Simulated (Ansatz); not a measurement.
## CH2Se, SMILES C=[Se]: a ladder of basis sets, step by step

With the Python package of Ansatz (0.2.0).

At the Python prompt:
```pycon
>>> import ansatz as az
>>> XC = "b3lyp"
>>> VDW = "d3bj"
>>> GEOMETRY = """
... C    -0.10220   -0.16240   -0.04420
... Se    1.36700    0.41430    0.67010
... H    -0.69040   -1.07360   -0.11030
... H    -0.51880    0.76140   -0.53580
... """
>>> system = az.Crystal.molecule()
>>> for line in GEOMETRY.strip().splitlines():
...     symbol, *xyz = line.split()
...     system = system.atom(symbol, [float(v) for v in xyz])
...
>>> calc = system.calculation().functional(XC, dispersion=VDW)
>>> energies = {}
>>> for basis in ["cc-pVDZ", "cc-pVTZ"]:
...     report = calc.basis(gaussian=basis).run(threads=1).report
...     size = report["n_frozen"] + report["n_occupied"][0] + report["n_virtual"][0]
...     energies[basis] = (report["reference_energy_ev"] / 27.211386246, report["free_energy_ev"] / 27.211386246)
...     print(f"{basis:14s} {size:4d} orbitals  reference {energies[basis][0]:14.6f} Ha  total {energies[basis][1]:14.6f} Ha")
...
cc-pVDZ          51 orbitals  reference   -2440.813742 Ha  total   -2440.817475 Ha
cc-pVTZ         101 orbitals  reference   -2440.902605 Ha  total   -2440.906338 Ha
>>> last = energies["cc-pVTZ"][1]
>>> for basis, (_, total) in energies.items():
...     print(f"{basis:14s} lies {27.211386 * (total - last):9.4f} eV above cc-pVTZ")
...
cc-pVDZ        lies    2.4181 eV above cc-pVTZ
cc-pVTZ        lies    0.0000 eV above cc-pVTZ
```

Against cc-pVDZ: cc-pVTZ -88.9 mHa. The last step alone is -88.86 mHa. From the first set to the last the time grows from 1.2 to 2.1 s.

Notes:
- The drop along the ladder measures the basis error, and is no property of the molecule.
- The geometry is a force-field or estimated start, not a minimum of this method, and the last set is no limit. Much of the fall in a total is atomic energy, which cancels in bond and reaction energies.
- Total less reference energy is the dispersion correction.
- b3lyp holds the VWN-RPA fit, as in Gaussian; the form of ORCA and Turbomole is b3lyp5.
- It ran for 3.9 s on 1 thread of Arm Neoverse V1 (shared host), peak memory 0.21 GiB.

(Lines on the test bed's own set-up are left out of the output.)
